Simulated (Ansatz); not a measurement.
The system is MoSe.

```xyz
2
Lattice="0.0000 2.8929 2.8929 2.8929 0.0000 2.8929 2.8929 2.8929 0.0000" Properties=species:S:1:pos:R:3 pbc="T T T"
Mo    0.0000    0.0000    0.0000
Se    2.8929    2.8929    2.8929
```

The cell was built by a generator and needn't be a form met in nature.

| Property | Result |
| --- | --- |
| Program | Ansatz 0.2.0 |
| Task | relaxation of cell and atoms |
| Functional | PBE0 |
| Potentials or basis | Ansatz PAW |
| Cutoff | 420 eV (not typed: the program's choice for these potentials) |
| k mesh | 4 × 4 × 4 |
| Occupations | fermi-dirac, width 0.05 eV |
| Spin | no spin polarisation |

At the start: volume 24.21 Å³/atom.

**Question.** Where does the relaxation end?

**Answer.** It ends after 6 steps and the volume is 17.03 Å³/atom (-29.6 %); space group Fm-3m (No. 225, to 0.05 Å).

The path:
```csv
step,energy change (eV),largest force (eV/Å),volume (Å³)
1,0.0000,0.0000,48.42
2,-0.9686,0.0000,41.68
3,-1.5242,0.0000,35.59
4,-1.5480,0.0000,33.34
5,-1.5562,0.0000,34.07
6,-1.5544,0.0000,34.07
```

Final structure:
```
CELL_PARAMETERS angstrom
0.00000 2.57295 2.57295
2.57295 0.00000 2.57295
2.57295 2.57295 0.00000
ATOMIC_POSITIONS crystal
Mo 0.00000 0.00000 0.00000
Se 0.50000 0.50000 0.50000
```

Caveat: the k mesh is coarse (spacing up to 0.47 Å⁻¹), so the values aren't converged, least of all with exact exchange; the volume moved by over 15 % at a fixed basis, so the end points are rough; the plane-wave basis is chosen anew once the cell has moved, so the energies of steps on either side of that aren't comparable; the PAW data sets come from PBE, with cores solved anew for the run's functional, which leaves a small shift of forces and pressure.
